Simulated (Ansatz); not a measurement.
# C₃H₅FO₂Zr: how energies converge with the basis set

An exercise on one series of results from a longer session: the logs are not shown, and one member is left open.

Method: one geometry, several basis sets; program: Ansatz 0.2.0, Gaussian basis.

Levels to be run: PBE0-D4/def2-SVP; ωB97M-V/def2-SVP; PBE0-D4/def2-QZVPP; ωB97M-V/def2-QZVPP; the functionals' def2-TZVPP values are taken from earlier runs.

## The geometry

All runs share one geometry, relaxed beforehand with PBE0-D4 in a triple-zeta def2 set. Zr takes the def2 core potential; no spin-orbit term is included.

SMILES `C#[C][Zr]([OH])([F])[O]C`, 12 atoms, charge 0, spin multiplicity 1.

Atoms are counted from 1 here; the program's logs count them from 0.

Bond lengths: C1–C2 1.215 Å, C1–H8 1.067 Å, C2–Zr3 2.206 Å, Zr3–O4 1.911 Å, Zr3–F5 1.913 Å, Zr3–O6 1.896 Å, O4–H9 0.953 Å, O6–C7 1.392 Å, C7–H10 1.094 Å, C7–H11 1.094 Å, C7–H12 1.094 Å. Angles: C2–C1–H8 179.9°, C1–C2–Zr3 178.8°, C2–Zr3–O4 108.6°, C2–Zr3–F5 110.2°, C2–Zr3–O6 106.7°, O4–Zr3–F5 110.3°, O4–Zr3–O6 111.7°, F5–Zr3–O6 109.3°, Zr3–O4–H9 166.1°, Zr3–O6–C7 175.3°, O6–C7–H10 110.5°, O6–C7–H11 110.3°, O6–C7–H12 110.0°, H10–C7–H11 108.7°, H10–C7–H12 108.6°, H11–C7–H12 108.6°.

Set-up of the first run:

The input, in.yaml:

```yaml
crystal:
  periodic: [false, false, false]
  atoms:
    - {symbol: C, position_ang: [-0.262333, -3.130463, 1.205306]}
    - {symbol: C, position_ang: [-0.275661, -1.918502, 1.117958]}
    - {symbol: Zr, position_ang: [-0.282342, 0.284750, 1.001358]}
    - {symbol: O, position_ang: [-2.092940, 0.893000, 1.060988]}
    - {symbol: F, position_ang: [0.715638, 1.025546, 2.455608]}
    - {symbol: O, position_ang: [0.558308, 0.744968, -0.634154]}
    - {symbol: C, position_ang: [1.096523, 1.165972, -1.847033]}
    - {symbol: H, position_ang: [-0.250063, -4.194551, 1.283412]}
    - {symbol: H, position_ang: [-2.939863, 1.293977, 0.889517]}
    - {symbol: H, position_ang: [0.328149, 1.644004, -2.462531]}
    - {symbol: H, position_ang: [1.905507, 1.882534, -1.675863]}
    - {symbol: H, position_ang: [1.499078, 0.308766, -2.394575]}
basis:
  gaussian: {orbitals: def2-SVP}
hamiltonian: {xc: pbe0, dispersion: d4}
output: {orbitals: {seedname: orbitals}}
```

Among the steps run: PBE0-D4 in def2-SVP; ωB97M-V in def2-SVP; PBE0-D4 in def2-QZVPP; ωB97M-V in def2-QZVPP.

One table of the session follows, with a row left open; its other results are not shown here.

It belongs to the step «Functionals by basis». 

```
functional       basis  HOMO (eV)
   PBE0-D4    def2-SVP      -7.76
   PBE0-D4  def2-TZVPP      -7.85
   PBE0-D4  def2-QZVPP          ?
   ωB97M-V    def2-SVP      -9.99
   ωB97M-V  def2-TZVPP     -10.09
   ωB97M-V  def2-QZVPP     -10.11
```

**Question.** Estimate the row for PBE0-D4, def2-QZVPP.

The run gave: HOMO (eV): -7.87. In the column «HOMO (eV)» it lies between ωB97M-V, def2-SVP (-9.99) and PBE0-D4, def2-TZVPP (-7.85).
